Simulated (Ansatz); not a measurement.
# Cr3GaN: the cost of one run

Program: Ansatz 0.2.0, driven from Python. Level of theory: DFT r2SCAN, plane waves, PAW. These are calculated values, not measurements.

## (1) The structure

It takes space group Pm-3m (No. 221, cubic). Conventional cell: a = 3.829 Å, b = 3.829 Å, c = 3.829 Å, α = 90.00°, β = 90.00°, γ = 90.00°. Around Cr (site symmetry 4/mmm) lie 2 N at 1.91 Å. Ga (site symmetry m-3m) has 12 Cr at 2.71 Å as nearest neighbours. N (site symmetry m-3m) has 6 Cr at 1.91 Å as nearest neighbours.

No structure file is read: the coordinates are typed or built in the script.

## (2) Script

Contents of smear_cr3gan.py:

```python
import argparse
import csv

import ansatz as az
from pymatgen.core import Lattice, Structure
from pymatgen.io.ase import AseAtomsAdaptor

parser = argparse.ArgumentParser(description='How the energy of Cr3GaN depends on the smearing.')
parser.add_argument('--max-iterations', type=int, required=True, help='most SCF iterations')
parser.add_argument('--n-empty', type=int, default=6, help='empty bands')
args = parser.parse_args()

pmg_structure = Structure(
    Lattice([(3.8292, 0.0, 0.0), (0.0, 3.8292, 0.0), (0.0, 0.0, 3.8292)]),
    ['Cr', 'Cr', 'Cr', 'Ga', 'N'],
    [
        (0.5, 0.0, 0.5),
        (0.0, 0.5, 0.5),
        (0.5, 0.5, 0.0),
        (0.0, 0.0, 0.0),
        (0.5, 0.5, 0.5),
    ],
)
crystal = az.Crystal.from_ase(AseAtomsAdaptor.get_atoms(pmg_structure)).moments(Cr=3)

base = (
    crystal.calculation()
    .functional(az.Functional.R2SCAN)
    .basis(28 * az.Ha)
    .kpoints(6, shift=0.5)
    .spin(az.SpinTreatment.COLLINEAR)
    .scf(max_iterations=args.max_iterations, extra_bands=args.n_empty)
)

rows = []
for value in [0.3, 0.2, 0.1, 0.05]:
    data = base.occupations('cold', width=value).run().report
    rows.append((value, data['free_energy_ev'] / len(data['lattice']['sites']), data['n_iterations'], data['magnetization_mub'], data['n_kpoints']))

with open('smear.csv', 'w', newline='') as handle:
    writer = csv.writer(handle)
    writer.writerow(['width (eV)', 'F/atom (eV)', 'iterations', 'moment (muB)', 'k-points'])
    writer.writerows([round(v, 5) if isinstance(v, float) else v for v in row] for row in rows)

for row in rows[:-1]:
    shift = 1000 * (row[1] - rows[-1][1])
    print(f'{row[0]}: {shift:+.2f} meV/atom' + ('  (within 5 meV)' if abs(shift) < 5 else ''))
```

## (3) The input behind the calls

The engine receives this input (first run):

```yaml
crystal:
  lattice:
    - [3.8292, 0.0, 0.0]
    - [0.0, 3.8292, 0.0]
    - [0.0, 0.0, 3.8292]
  atoms:
    - { symbol: Cr, position: [0.5, 0.0, 0.5] }
    - { symbol: Cr, position: [0.0, 0.5, 0.5] }
    - { symbol: Cr, position: [0.5, 0.5, 0.0] }
    - { symbol: Ga, position: [0.0, 0.0, 0.0] }
    - { symbol: "N", position: [0.5, 0.5, 0.5] }
basis:
  ecutwfc: 761.918814887664
kpoints:
  mp_grid:
    grid: [6, 6, 6]
    shift: [0.5, 0.5, 0.5]
hamiltonian:
  xc: r2scan
magnetization:
  spin_polarized: true
  per_species:
    Cr: 3.0
scf:
  max_iter: 150
  n_extra_bands: 6
  occupations:
    method: cold
    width: 0.3
```

## (4) Running it

Run with:

```console
python smear_cr3gan.py --max-iterations 150
```

**Question.** How long does this script take on 1 thread of Arm Neoverse V2, shared host, and how much memory does it need?

About 74 s, with a peak of 0.74 GiB.
